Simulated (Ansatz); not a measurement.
# Nb: the cost of one run

Method: DFT PBEsol, scalar-relativistic, in Ansatz 0.2.0.

**1. The starting structure**

The structure is cubic, space group Fm-3m (No. 225). The conventional cell has a = 4.230 Å, b = 4.230 Å, c = 4.230 Å, α = 90.00°, β = 90.00°, γ = 90.00°. Around Nb (site symmetry m-3m) lie 12 Nb at 2.99 Å.

As a file:

```cif
data_structure
_symmetry_space_group_name_H-M 'Fm-3m'
_symmetry_Int_Tables_number 225
_cell_length_a 4.2300
_cell_length_b 4.2300
_cell_length_c 4.2300
_cell_angle_alpha 90.000
_cell_angle_beta 90.000
_cell_angle_gamma 90.000
_cell_volume 75.69
loop_
_atom_site_label
_atom_site_type_symbol
_atom_site_symmetry_multiplicity
_atom_site_Wyckoff_symbol
_atom_site_fract_x
_atom_site_fract_y
_atom_site_fract_z
_atom_site_occupancy
Nb1 Nb 4 a 0.00000 0.00000 0.00000 1
```

The file gives the conventional cell by its symmetry; the runs use the cell typed in the input.

The cell comes from a crystallographic database entry that wasn't checked; take it as a given geometry, which may be far from equilibrium.

**2. Volume × 0.94, LAPW**

File input.yaml:

```yaml
crystal:
  lattice:
    - [0.0, 2.0718246199, 2.0718246199]
    - [2.0718246199, 0.0, 2.0718246199]
    - [2.0718246199, 2.0718246199, 0.0]
  atoms:
    - { symbol: Nb, position: [0.0, 0.0, 0.0] }
kpoints:
  mp_grid: { grid: [13, 13, 13] }
  band_path:
    path:
      - [0.0, 0.0, 0.0]
      - [0.5, 0.0, 0.5]
      - [0.625, 0.25, 0.625]
      - [0.375, 0.375, 0.75]
      - [0.0, 0.0, 0.0]
      - [0.5, 0.5, 0.5]
      - [0.5, 0.25, 0.75]
      - [0.5, 0.0, 0.5]
    npoints: 5
scf:
  occupations: { method: fermi_dirac, width: 0.08 }
hamiltonian:
  xc: pbesol
  pseudopotentials: { kind: all_electron, lapw: { basis_error: 0.00025 } }
output:
  forces: true
  stress: true
  eigenvalues: true
```

On the command line:

```
> ansatz run input.yaml --threads 1 --pin off --max-ram 3072MiB --backend cpu --events-out ev --progress --plain --runs-dir out
```

**Question.** How long does this run take on 1 thread of Arm Neoverse V2, shared host, and how much memory does it need?

About 7.2 s, with a peak of 0.29 GiB.
